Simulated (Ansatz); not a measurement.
**C3H9CuOSi: taking an electron away**

An exercise on one series of results from a longer session: the logs are not shown, and one member is left open.

Program: Ansatz 0.2.0, Gaussian basis. Level of theory: unrestricted cation, the program's frozen cores in correlated methods. These are calculated values, not measurements.

Plan: UKS PBE-D4/def2-TZVPP; UKS r2SCAN-D4/def2-TZVPP; UKS PBE0-D4/def2-TZVPP; UKS B3LYP-D4/def2-TZVPP; UKS wB97X-V/def2-TZVPP; UKS wB97M-V/def2-TZVPP; UKS B2PLYP (frozen core with 3s3p of Cu, Zn)/def2-TZVPP; UHF-CCSD(T) with 3s3p of Cu, Zn/def2-TZVPP; UHF-MP2 with 3s3p of Cu, Zn/def2-QZVPP; extrapolation to the limit; then −ε(HOMO) from the neutral's earlier runs with LDA (SPW92), PBE-D4, revPBE-D4, BLYP-D4, r2SCAN-D4, B97M-V, PBE0-D4, B3LYP-D4, r2SCANh-D4, r2SCAN0-D4, HSE06-D4, BHLYP-D4, CAM-B3LYP-D4, LC-ωPBE, ωB97X-V, ωB97M-V.

## Structure used throughout

An earlier PBE0-D4 in a triple-zeta def2 set relaxation fixed the geometry.

15 atoms, charge 0, spin multiplicity 1.

Atoms are counted from 1 here; the program's logs count them from 0.

Bond lengths: C1–Si2 1.879 Å, C1–H7 1.094 Å, C1–H8 1.095 Å, C1–H9 1.094 Å, Si2–C3 1.874 Å, Si2–C4 1.879 Å, Si2–O5 1.627 Å, C3–H10 1.093 Å, C3–H11 1.094 Å, C3–H12 1.093 Å, C4–H13 1.094 Å, C4–H14 1.094 Å, C4–H15 1.095 Å, O5–Cu6 1.781 Å. Angles: Si2–C1–H7 111.6°, Si2–C1–H8 111.3°, Si2–C1–H9 110.8°, H7–C1–H8 107.4°, H7–C1–H9 107.8°, H8–C1–H9 107.7°, C1–Si2–C3 109.0°, C1–Si2–C4 107.9°, C1–Si2–O5 111.6°, C3–Si2–C4 109.0°, C3–Si2–O5 107.7°, C4–Si2–O5 111.6°, Si2–C3–H10 110.7°, Si2–C3–H11 111.4°, Si2–C3–H12 110.7°, H10–C3–H11 108.1°, H10–C3–H12 107.8°, H11–C3–H12 108.1° and more.

The first run:

in.yaml

```yaml
crystal:
  periodic: [false, false, false]
  atoms:
    - {symbol: C, position_ang: [-0.888345, -0.426167, 1.453028]}
    - {symbol: Si, position_ang: [0.067065, 0.310493, 0.011843]}
    - {symbol: C, position_ang: [1.860813, -0.215726, 0.136845]}
    - {symbol: C, position_ang: [-0.663141, -0.378304, -1.577110]}
    - {symbol: O, position_ang: [0.026219, 1.936988, 0.034431]}
    - {symbol: Cu, position_ang: [-1.408741, 2.988819, -0.053086]}
    - {symbol: H, position_ang: [-0.812985, -1.517612, 1.470414]}
    - {symbol: H, position_ang: [-1.951607, -0.171796, 1.396190]}
    - {symbol: H, position_ang: [-0.505767, -0.048686, 2.405416]}
    - {symbol: H, position_ang: [2.439823, 0.184097, -0.699592]}
    - {symbol: H, position_ang: [1.957962, -1.305301, 0.126977]}
    - {symbol: H, position_ang: [2.309019, 0.156507, 1.061663]}
    - {symbol: H, position_ang: [-0.144914, 0.028025, -2.450169]}
    - {symbol: H, position_ang: [-0.583500, -1.468837, -1.617422]}
    - {symbol: H, position_ang: [-1.723701, -0.123301, -1.670026]}
basis:
  gaussian: {orbitals: def2-TZVPP}
total_charge: 1
magnetization: {spin_polarized: true, initial_magnetization: 1}
hamiltonian: {xc: pbe, dispersion: d4}
```

Started as:

```sh
ansatz run in.yaml --threads 2 --pin off --events-out ev --progress --plain --max-ram 32768MiB --backend cuda --devices 0, --max-vram 18GiB
```

Among the steps run: Cation, UKS PBE-D4/def2-TZVPP; Cation, UKS r2SCAN-D4/def2-TZVPP; Cation, UKS PBE0-D4/def2-TZVPP; Cation, UKS B3LYP-D4/def2-TZVPP; Cation, UKS wB97X-V/def2-TZVPP; Cation, UKS wB97M-V/def2-TZVPP; Cation, UKS B2PLYP (frozen core with 3s3p of Cu, Zn)/def2-TZVPP; Cation, UHF-CCSD(T) with 3s3p of Cu, Zn/def2-TZVPP; Cation, UHF-MP2 with 3s3p of Cu, Zn/def2-QZVPP.

One of the session's tables, all rows but one given; the rest of the session is left out.

For comparison, −ε(HOMO) of the neutral from earlier runs:

| functional | −ε(HOMO) (eV) |
| --- | --- |
| LDA (SPW92) | 5.62 |
| PBE-D4 | 5.40 |
| revPBE-D4 | 5.32 |
| BLYP-D4 | 5.37 |
| r2SCAN-D4 | 5.58 |
| B97M-V | 5.74 |
| PBE0-D4 | 6.81 |
| B3LYP-D4 | 6.66 |
| r2SCANh-D4 | ? |
| r2SCAN0-D4 | 6.97 |
| HSE06-D4 | 6.41 |
| BHLYP-D4 | 8.12 |
| CAM-B3LYP-D4 | 8.27 |
| LC-ωPBE | 9.47 |
| ωB97X-V | 9.20 |
| ωB97M-V | 9.16 |

Q: Estimate the row for r2SCANh-D4 from the others.

Worked estimate for «−ε(HOMO) (eV)». Against the share of exact exchange, r2SCAN-D4 (0, 5.58), r2SCAN0-D4 (0.25, 6.97) give a slope of 5.56 per unit share; at 0.1 the line stands at 6.14.

The run gave: −ε(HOMO) (eV): 6.16. In «−ε(HOMO) (eV)» the line misses by -0.02.
